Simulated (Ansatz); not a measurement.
## NaGa, space group Cmcm: a comparison of functionals at one structure, step by step

Program: the Ansatz DFT code, driven from Python.

The script reads `naga.extxyz`:
```text
4
Lattice="2.917252 -4.297916 0.0 2.917252 4.297916 0.0 0.0 0.0 4.498814" Properties=species:S:1:pos:R:3 pbc="T T T"
Na    2.91725200   -1.50064316    1.12470350
Na    2.91725200    1.50064316    3.37411050
Ga    2.91725200    3.84561192    1.12470350
Ga    2.91725200   -3.84561192    3.37411050
```

Notebook, run cell by cell (the value of a cell's last expression is shown):

**Cell 1**
```python
import warnings

import ansatz as az
import pandas as pd
```

**Cell 2**
```python
KSPACING = 0.29
OCCUPATIONS = "Methfessel-Paxton"
MIXING_BETA = 0.2
TOLERANCE = 1e-08
```

**Cell 3**
```python
warnings.simplefilter("ignore", az.DeckWarning)
```

**Cell 4**
```python
crystal = az.Crystal.from_extxyz("naga.extxyz")
```

**Cell 5**
```python
crystal.resolved().tree()["lattice"]
```
Output:
```text
((2.917252, -4.297916, 0.0), (2.917252, 4.297916, 0.0), (0.0, 0.0, 4.498814))
```

**Cell 6**
```python
setup = (
    crystal.calculation()
    .pseudopotentials("nc")
    .accuracy("medium")
    .kpoints(spacing=KSPACING)
    .occupations(OCCUPATIONS)
    .mixing("broyden", beta=MIXING_BETA)
    .scf(tolerance=TOLERANCE)
    .forces()
    .stress()
)
```

**Cell 7**
```python
rows = []
for value in ["blyp", "lda", "pbesol"]:
    rep = setup.functional(value).run(threads=1).report
    rows.append((value, rep["free_energy_ev"] / len(rep["lattice"]["sites"]), rep["n_iterations"], sum(rep["stress_gpa"][i][i] for i in range(3)) / 3, max(abs(f) for row in rep["forces_ev_ang"] for f in row), rep["n_kpoints"]))
```

**Cell 8**
```python
table = pd.DataFrame(rows, columns=["functional", "F/atom (eV)", "iterations", "P (GPa)", "max component (eV/A)", "k-points"])
table.round(5)
```
Output:
```text
  functional  F/atom (eV)  iterations  P (GPa)  max component (eV/A)  k-points
0       blyp  -1660.34785          14  0.83294               0.20856        27
1        lda  -1659.55755          14 -2.26090               0.10653        27
2     pbesol  -1659.62789          13 -1.01193               0.06146        27
```

From lowest to highest: LDA (-2.3 GPa), PBEsol (-1.0 GPa) and BLYP (0.8 GPa). At a fixed cell a lower pressure usually means a smaller equilibrium volume, so LDA prefers the smallest cell and BLYP the largest.

Notes:
- Such functionals run on norm-conserving files made under PBE, which can move pressures by some GPa.
- BLYP can be off by several per cent in the lattices of metals, and by several GPa in the pressure at a fixed cell.
- The mesh is modest for a metal, so energies can be off by several to tens of meV an atom and pressures by half a GPa or more; differences at equal mesh fare better.
- The program warned that this SCF threshold is loose for forces or stresses.
- Pressure is positive in compression.
- The structure comes from a database of computed cells and needn't be a stable or known phase.
- Total energies of different functionals can't be compared; pressures, moments and gaps at this one structure can.
- The script silences the warnings on its input, which a real study should read.
- The whole script took 56 s on 1 thread of Arm Neoverse V2, with other jobs on the host, peak memory 0.71 GiB.
